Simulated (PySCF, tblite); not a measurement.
# C₆H₈BNO: geometry, infrared bands and NMR shifts

Aim: predict the infrared bands and NMR shifts of C₆H₈BNO (`CC#[N+][BH2-]C1=CC(=O)C1`).

Computed with tblite 0.8.0 and PySCF 2.14.0, with density-fitted response routines of our own, on a single molecule in the gas phase. Atoms count from 0, in the outputs and in this text.

### Step 1. The molecule as given

17 atoms, charge 0, multiplicity 1; geometry from: force field or distance geometry start.

Bonds of the start (Å): C0–C1 1.47, C1–N2 1.15, N2–B3 1.49, B3–C4 1.56, C4–C5 1.37, C5–C6 1.49, C6–O7 1.25, C6–C8 1.43, C8–C4 1.45, C0–H9 1.11, C0–H10 1.11, C0–H11 1.10, B3–H12 1.18, B3–H13 1.20, C5–H14 1.09, C8–H15 1.10, C8–H16 1.11.

### Step 2. Geometry optimisation with GFN2-xTB

The job: settings as JSON, then the geometry in Å.

```
{"job": {"kind": "relax", "xc": "GFN2-xTB", "basis": "xTB"}, "charge": 0, "multiplicity": 1}
C      3.555900     0.386200     0.202100
C      2.216200    -0.215800     0.287500
N      1.180600    -0.705400     0.375000
B     -0.178000    -1.311000     0.458600
C     -1.269900    -0.262400     0.080800
C     -1.670800     0.958300     0.554000
C     -2.728700     1.114500    -0.489100
O     -3.596100     1.967200    -0.792700
C     -2.283100    -0.160900    -0.954900
H      4.123000     0.155200     1.124200
H      3.439300     1.487000     0.099300
H      4.074300    -0.018700    -0.681500
H     -0.244800    -2.248700    -0.262700
H     -0.362900    -1.688700     1.580900
H     -1.339700     1.588300     1.381300
H     -1.851900    -0.096400    -1.963900
H     -3.070400    -0.936800    -0.847400
```

Launch:

```console
OMP_NUM_THREADS=1 python probes_run.py task.json out
```

This one command runs all jobs of the session in turn.

**Question.** This job is followed by: GFN2-xTB harmonic vibrations, gas phase; GIAO PBE0/pcSseg-1 NMR shielding, non-relativistic, gas phase. What will the session give for the following? strongest single infrared mode (GFN2-xTB); zero-point energy (GFN2-xTB); 13C shifts against TMS (PBE0/pcSseg-1); 1H shifts against TMS (PBE0/pcSseg-1, means over atoms taken as alike); 15N shifts against NH3 (PBE0/pcSseg-1); 11B shifts against BF3·OEt2 (PBE0/pcSseg-1); 17O shifts against H2O (PBE0/pcSseg-1).

**Answer**, as computed:

| quantity | value |
| --- | --- |
| strongest single infrared mode (GFN2-xTB) | 1839 cm⁻¹, 696 km/mol |
| zero-point energy (GFN2-xTB) | 78.1 kcal/mol |
| 13C shifts against TMS (PBE0/pcSseg-1) | 211.4, 188.8, 139.3, 119.5, 55.0, 1.6 ppm |
| 1H shifts against TMS (PBE0/pcSseg-1, means over atoms taken as alike) | 6.02, 3.08, 2.76, 2.56 ppm |
| 15N shifts against NH3 (PBE0/pcSseg-1) | 227.4 ppm |
| 11B shifts against BF3·OEt2 (PBE0/pcSseg-1) | -33.8 ppm |
| 17O shifts against H2O (PBE0/pcSseg-1) | 568.6 ppm |

What this shows: Relaxing lowered the energy by 0.791 eV in 131 steps; the close pair that moved most is C6–C8, from 1.429 to 1.544 Å. The lowest mode is slightly imaginary (11i cm⁻¹), a soft motion within the noise of the Hessian, so the minimum is not strictly shown. The strongest single mode, at 1839 cm⁻¹, moves mainly C6. GFN2-xTB is a fitted tight-binding method: band positions and strengths are rough. Its intensities can rank the bands wrongly. H14 (hydrogen on an α carbon of a C=C–C=O unit) lies farthest downfield among hydrogen, at 6.02 ppm; a vinylic proton, deshielded by the sp2 carbon and the C=C anisotropy. At PBE0/pcSseg-1: The widest tensor belongs to O7: span 1046 ppm, with a paramagnetic part of -628 ppm.
